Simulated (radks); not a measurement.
**He⁺ in 1s0.5 2p0.5: an all-electron calculation**

Wanted: eigenvalues, radial structure and energy terms of the helium ion He+.

Program: radks (a radial shooting solver on a logarithmic mesh, Libxc functionals) version 1. Level of theory: scalar-relativistic Kohn-Sham, PBE, spin-polarised, spherical densities, point nucleus; open shells are filled with parallel spins first. These are calculated values, not measurements, unless marked.

### Step 1. What is computed

```
element       : helium (Z = 2)
charge        : +1
electrons     : 1
configuration : 1s0.5 2p0.5
```

### Step 2. Self-consistent calculation

Settings of this run:

```text
Z 2
configuration 1s0.5 2p0.5 2s0 3p0
relativity scalar-relativistic
functional pbe,pbe
spin polarised
nucleus point
c 137.035999084
```

Launch:

```
> python run_ks.py task.json out
```

The same process makes all the runs of this session.

Q: Predict the outcome of this run.

The runs gave:

| quantity | value |
| --- | --- |
| total energy | -1.27989 hartree |
| exchange-correlation share of it | 26.98 % |
| −T/E | 0.9975 |
| highest occupied level | 2p up, -8.182 eV |
| most extended occupied level | 2p up, <r> = 2.86 bohr |
| radius at density 0.001 e/bohr³ | 3.21 bohr |
| maxima of the radial density | 1 |

**Reading.** 2 principal shells are occupied and 1 maxima appear in the radial density; where shells overlap, one shows as a shoulder or not at all. This is not the tabulated ground configuration, so its levels and sizes aren't those of the ground state, and no measured value stands beside it.
